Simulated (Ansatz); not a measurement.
# triplet GeH4O2: levels of theory compared

Wanted: a comparison of 6 runs (UHF/3-21G, UB3LYP/6-31G*, U-revPBE/cc-pVDZ, UPBE/cc-pVDZ, UPBE0/cc-pVDZ, USVWN5/cc-pVDZ) of triplet GeH4O2. 

The results are computed with Ansatz 0.2.0.

53 further runs of the same task are left out: 53 set aside as unsound or not needed.

## 1. The molecule

GeH4O2 has 7 atoms, charge 0, and is taken as a triplet. SMILES of the parent species: `[OH][GeH2][OH]`. Geometry: relaxed at PBE0-D4/def2-TZVP. This is one conformer, not always the lowest. That shape belongs to the parent species and isn't relaxed for this state.

Bond lengths: O1–Ge2 1.776 Å, Ge2–O3 1.773 Å, O1–H4 0.959 Å, Ge2–H5 1.543 Å, Ge2–H6 1.525 Å, O3–H7 0.959 Å. Angles: O1–Ge2–O3 110.8°, O1–Ge2–H5 108.6°, O1–Ge2–H6 106.6°, O3–Ge2–H5 109.7°, O3–Ge2–H6 104.9°, Ge2–O1–H4 113.3°, Ge2–O3–H7 113.6°, H5–Ge2–H6 116.1°.

## 2. The energy at UHF/3-21G (run 1)

The input, run.yaml:

```yaml
crystal:
  periodic: [false, false, false]
  atoms:
    - {symbol: O, position_ang: [-1.491300, -0.416000, -0.173900]}
    - {symbol: Ge, position_ang: [0.023500, 0.377000, 0.305300]}
    - {symbol: O, position_ang: [1.347400, -0.798900, 0.400600]}
    - {symbol: H, position_ang: [-1.634900, -0.418700, -1.122100]}
    - {symbol: H, position_ang: [0.363400, 1.460500, -0.739100]}
    - {symbol: H, position_ang: [-0.172500, 0.863100, 1.737300]}
    - {symbol: H, position_ang: [1.625600, -1.135200, -0.453800]}
basis:
  gaussian:
    orbitals: 3-21G-spherical.json
magnetization:
  spin_polarized: true
  initial_magnetization: 2
hamiltonian:
  xc: hf
accuracy: high
output: {orbitals: {seedname: orbitals}}
```

The basis set 3-21G is read from a file made from the Basis Set Exchange's data (not shown).

On the command line:

```sh
$ ansatz run run.yaml --threads 1 --pin off --max-ram 3480MiB --events-out events.jsonl --progress --plain --runs-dir runs
```

The log of the run:

```text
Warning: RAYON_NUM_THREADS=1 ignored (pool sized by the plan → 1); use --threads N
Functional definition: HF
  name "HF"
  exchange = exact_x
  correlation = 0
895 factors; integrals over basis functions are off by at most 4.6e-9 eV
mean field evaluation 1: about -60302.4364 eV, gradient 3.1e1 eV
mean field evaluation 2: about -60302.8387 eV, gradient 3.2e1 eV
mean field evaluation 4: about -60307.7482 eV, gradient 3.6e0 eV
mean field evaluation 8: about -60308.4698 eV, gradient 3.3e0 eV
mean field evaluation 16: about -60310.1953 eV, gradient 6.4e-2 eV
mean field evaluation 32: about -60308.8490 eV, gradient 6.6e0 eV
mean field evaluation 64: about -60309.5357 eV, gradient 3.3e0 eV
mean field evaluation 96: about -60303.1053 eV, gradient 9.4e0 eV
mean field evaluation 128: about -60309.4054 eV, gradient 4.2e0 eV
mean field evaluation 160: about -60308.0358 eV, gradient 1.7e1 eV
mean field evaluation 192: about -60307.6360 eV, gradient 3.0e0 eV
mean field evaluation 224: about -60304.9638 eV, gradient 2.7e0 eV
mean field evaluation 256: about -60307.8434 eV, gradient 6.4e0 eV
mean field evaluation 288: about -60308.4347 eV, gradient 3.0e-1 eV
mean field -60310.19552973 eV, -2216.3588059987 hartree, gradient 3.3e-8 eV, S^2 2.005852; 2 other end points of the search recorded, 0 dependent functions left out
reference -60310.19552973 eV, -2216.3588059987 hartree; 27, 25 occupied and 21, 23 virtual orbitals, 895 factors
Total energy: -60310.19552973 eV, -2216.3588059987 hartree
```

Run time: 3.3 s. Hardware: 1 thread of Arm Neoverse V2, shared host; peak memory 0.15 GiB.

## 3. A single-point energy at UB3LYP/6-31G(d) (spherical functions) (run 2)

The input, molecule.yaml:

```yaml
crystal:
  periodic: [false, false, false]
  atoms:
    - {symbol: O, position_ang: [-1.491300, -0.416000, -0.173900]}
    - {symbol: Ge, position_ang: [0.023500, 0.377000, 0.305300]}
    - {symbol: O, position_ang: [1.347400, -0.798900, 0.400600]}
    - {symbol: H, position_ang: [-1.634900, -0.418700, -1.122100]}
    - {symbol: H, position_ang: [0.363400, 1.460500, -0.739100]}
    - {symbol: H, position_ang: [-0.172500, 0.863100, 1.737300]}
    - {symbol: H, position_ang: [1.625600, -1.135200, -0.453800]}
basis:
  gaussian:
    orbitals: 6-31G_st_-spherical.json
magnetization:
  spin_polarized: true
  initial_magnetization: 2
hamiltonian:
  xc: {name: B3LYP}
accuracy: high
output: {orbitals: {seedname: orbitals}}
```

The basis set 6-31G* is read from a file made from the Basis Set Exchange's data (not shown).

On the command line:

```sh
$ ansatz run molecule.yaml --threads 1 --pin off --max-ram 3480MiB --events-out events.jsonl --progress --plain --runs-dir runs
```

The log of the run:

```text
Warning: RAYON_NUM_THREADS=1 ignored (pool sized by the plan → 1); use --threads N
Functional definition: B3LYP
  name "B3LYP"
  parameter a0 = 0.2
  parameter ax = 0.72
  parameter ac = 0.81
  exchange = (1 - a0 - ax)*slater_x + ax*b88_x + a0*exact_x
  correlation = (1 - ac)*vwn_rpa_c + ac*lyp_c
1455 factors; integrals over basis functions are off by at most 4.8e-9 eV
mean field evaluation 1: about -60652.6966 eV, gradient 5.4e1 eV
mean field evaluation 2: about -60583.9641 eV, gradient 1.3e2 eV
mean field evaluation 4: about -60657.5812 eV, gradient 3.5e1 eV
mean field evaluation 8: about -60664.2433 eV, gradient 2.1e0 eV
mean field evaluation 16: about -60664.4426 eV, gradient 3.1e-1 eV
mean field evaluation 32: about -60664.4450 eV, gradient 3.8e-7 eV
mean field evaluation 64: about -60664.4307 eV, gradient 2.1e-1 eV
mean field -60664.44498588 eV, -2229.3772333933 hartree, gradient 4.9e-8 eV, S^2 2.006353; 7 other end points of the search recorded, 0 dependent functions left out
reference -60664.44502585 eV, -2229.3772348624 hartree; 27, 25 occupied and 41, 43 virtual orbitals, 1455 factors
Total energy: -60664.44502585 eV, -2229.3772348624 hartree
```

It took 24 s on 1 thread of Arm Neoverse V2, shared host; peak memory 0.33 GiB.

Runs 3 to 5 aren't shown in full; the table further down has their settings and results.

## 4. The energy at USVWN5/cc-pVDZ (run 6)

Edit run.yaml of step 2 so:

```diff
@@ -1 +1,3 @@
+basis:
+  gaussian: {orbitals: cc-pVDZ}
 crystal:
@@ -10,10 +12,4 @@
     - {symbol: H, position_ang: [1.625600, -1.135200, -0.453800]}
-basis:
-  gaussian:
-    orbitals: 3-21G-spherical.json
-magnetization:
-  spin_polarized: true
-  initial_magnetization: 2
-hamiltonian:
-  xc: hf
+magnetization: {spin_polarized: true, initial_magnetization: 2}
+hamiltonian: {xc: {name: SVWN5}}
 accuracy: high
```

On the command line:

```sh
$ ansatz run run.yaml --threads 1 --pin off --max-ram 3480MiB --events-out events.jsonl --progress --plain --runs-dir runs
```

The log of the run:

```text
Warning: RAYON_NUM_THREADS=1 ignored (pool sized by the plan → 1); use --threads N
Functional definition: SVWN5
  name "SVWN5"
  exchange = slater_x
  correlation = vwn5_c
1673 factors; integrals over basis functions are off by at most 4.6e-9 eV
mean field evaluation 1: about -60542.9289 eV, gradient 5.6e1 eV
mean field evaluation 2: about -60415.9340 eV, gradient 1.6e2 eV
mean field evaluation 4: about -60540.4934 eV, gradient 5.0e1 eV
mean field evaluation 8: about -60553.6649 eV, gradient 1.5e1 eV
mean field evaluation 16: about -60555.3123 eV, gradient 9.4e-2 eV
mean field evaluation 32: about -60552.8879 eV, gradient 9.0e0 eV
mean field evaluation 64: about -60553.5402 eV, gradient 2.3e0 eV
mean field -60555.31237304 eV, -2225.3666838442 hartree, gradient 1.3e-8 eV, S^2 2.001724; 8 other end points of the search recorded, 0 dependent functions left out
reference -60555.31237606 eV, -2225.3666839553 hartree; 27, 25 occupied and 48, 50 virtual orbitals, 1673 factors
Total energy: -60555.31237606 eV, -2225.3666839553 hartree
```

It took 12 s on 1 thread of Arm Neoverse V2, shared host; peak memory 0.22 GiB.

## 5. The series

| run | level | energy (Eh) | HOMO energy (eV) | ⟨S²⟩ | wall time |
| --- | --- | --- | --- | --- | --- |
| 1 | UHF/3-21G | -2216.358806 | -3.64 | 2.006 | 3.3 s |
| 2 | UB3LYP/6-31G* (spherical functions) | -2229.377235 | -1.76 | 2.006 | 24 s |
| 3 | U-revPBE/cc-pVDZ | -2229.405946 | -0.96 | 2.002 | 21 s |
| 4 | UPBE/cc-pVDZ | -2229.138059 | -1.01 | 2.002 | 23 s |
| 5 | UPBE0/cc-pVDZ | -2229.178332 | -1.90 | 2.008 | 25 s |
| 6 | USVWN5/cc-pVDZ | -2225.366684 | -1.09 | 2.002 | 12 s |

## 6. What came out

```
                                 quantity           value
                      run 6: total energy  -2225.36668 Eh
run 6: HOMO energy (highest over α and β)        -1.09 eV
                              run 6: ⟨S²⟩           2.002
```

What this shows: Totals of different functionals can't be ranked against each other. All runs together took 1.8 min, the longest 25 s.
